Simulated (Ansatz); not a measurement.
# AlGaPH+ (doublet): the correlation ladder, cc-pVDZ

The task here is to estimate one member of a computed series from the others.

Method: cc-pVDZ, core rule «outside noble gas», up to 24 orbitals frozen; program: Ansatz 0.2.0, Gaussian basis.

To be run: UHF; CCSD(T) on ROHF; CCSD(T) on UHF; BCCD(T) on ROHF; CISD as a restricted active space (open shells left free, so some higher excitations enter); CCSDT(Q) on ROHF; CCSDT(Q) on UHF.

4 further runs of the same task are left out: 4 set aside as unsound or not needed. Runs told in other sessions of the task aren't counted.

## What is computed

The geometry is a PBE0/def2-TZVP stationary point (not a proven minimum) of the parent state, kept for this charge and spin. No spin-orbit coupling is included. The filled d shell of Ga may be among the frozen orbitals whatever the setting's name suggests.

4 atoms, charge 1, spin multiplicity 2.

Atoms are counted from 1 here; the program's logs count them from 0.

Bond lengths: Al1–Ga2 2.350 Å, Al1–H4 1.583 Å, Ga2–P3 2.066 Å. Angles: Ga2–Al1–H4 180.0°, Al1–Ga2–P3 180.0°.

As a file:

| atom | x (Å) | y (Å) | z (Å) |
| --- | --- | --- | --- |
| Al1 | 0.00000 | 0.00000 | 1.29550 |
| Ga2 | 0.00000 | 0.00000 | -1.05420 |
| P3 | 0.00000 | 0.00000 | -3.12020 |
| H4 | 0.00000 | 0.00000 | 2.87890 |

Set-up of the first run:

Input file in.yaml:

```yaml
crystal:
  periodic: [false, false, false]
  atoms:
    - {symbol: Al, position_ang: [0.000000, 0.000000, 1.295500]}
    - {symbol: Ga, position_ang: [0.000000, 0.000000, -1.054200]}
    - {symbol: P, position_ang: [0.000000, 0.000000, -3.120200]}
    - {symbol: H, position_ang: [0.000000, 0.000000, 2.878900]}
basis:
  gaussian: {orbitals: cc-pVDZ}
total_charge: 1
magnetization: {spin_polarized: true, initial_magnetization: 1}
hamiltonian: {xc: hf}
output: {orbitals: {seedname: orbitals}}
```

Launch:

```
$ ansatz run in.yaml --threads 1 --pin off --events-out ev --progress --plain --max-ram 4096MiB --backend cpu
```

Steps of the session up to this table: UHF; CCSD(T) on ROHF; CCSD(T) on UHF; BCCD(T) on ROHF; CISD as a restricted active space (open shells left free, so some higher excitations enter); CCSDT(Q) on ROHF; CCSDT(Q) on UHF.

One of the session's tables, all rows but one given; the rest of the session is left out.

```
   method  from RCCSDT(Q) (meV)
     ROHF               +6660.2
      UHF                     ?
     RMP2               +1433.4
     UMP2               +1749.9
    RCCSD                +449.7
    UCCSD                +432.5
 RCCSD(T)                 +93.5
 UCCSD(T)                +159.2
  BCCD(T)                +108.7
   RCCSDT                 +36.5
   UCCSDT                 +33.7
RCCSDT(Q)                     0
UCCSDT(Q)                 -14.0
```

**Question.** Estimate the row for UHF.

As computed: from RCCSDT(Q) (meV): +6017.4. In the column «from RCCSDT(Q) (meV)» it lies between UMP2 (+1749.9) and ROHF (+6660.2).

Not comparable, so not listed: CISD as a restricted active space (open shells left free, so some higher excitations enter) (they don't share determinant, frozen orbitals or solution with the rows shown, or repeat one).

To keep in mind: The determinant of HF (⟨S²⟩ 1.54) is far from a pure spin state, so its energy mixes those of several spin states; that is harmless only where they are near-degenerate. The determinant of CCSD(T) (⟨S²⟩ 1.54) is far from a pure spin state, so its energy mixes those of several spin states; high orders of coupled cluster remove much of that, low ones don't. The determinant of CCSDT(Q) (⟨S²⟩ 1.54) is far from a pure spin state, so its energy mixes those of several spin states; high orders of coupled cluster remove much of that, low ones don't. Restricted and unrestricted rows rest on different reference determinants; a gap between their highest levels can come from leftover correlation error, from unlike frozen cores or from another state.
